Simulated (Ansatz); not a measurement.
Crystal: Sr2SO.

```
Sr S O
1.0
     4.04324    0.00000    0.00000
     0.00000    4.04324    0.00000
     0.00000    0.00000    5.71800
Sr S O
2 1 1
Direct
  0.50000 0.50000 0.50000
  0.00000 0.00000 0.00000
  0.00000 0.00000 0.50000
  0.50000 0.50000 0.00000
```

The cell comes from a database or a generator and needn't be the stable form of this composition.

Program: Ansatz 0.2.0. Alike in all runs: task single point; level HSE06 form with a typed share of exact exchange; potentials or basis Ansatz PAW; no spin polarisation; cell as given; k mesh 4 × 4 × 3; cutoff (eV) 420; smearing fermi-dirac 0.05 eV.

Question: Order these runs on this cell by their band gap on the k mesh, lowest first.
A. share of exact exchange 0.15
B. share of exact exchange 0.2
C. share of exact exchange 0.1
D. share of exact exchange 0.4
E. share of exact exchange 0.5

Answer: C (2.69 eV), A (2.94 eV), B (3.19 eV), D (4.22 eV), E (4.75 eV).

Caveats: odd divisions of the mesh miss points on the zone boundary, where band edges often lie, so the gap on the mesh can be too wide.

A k mesh can miss the band edges.
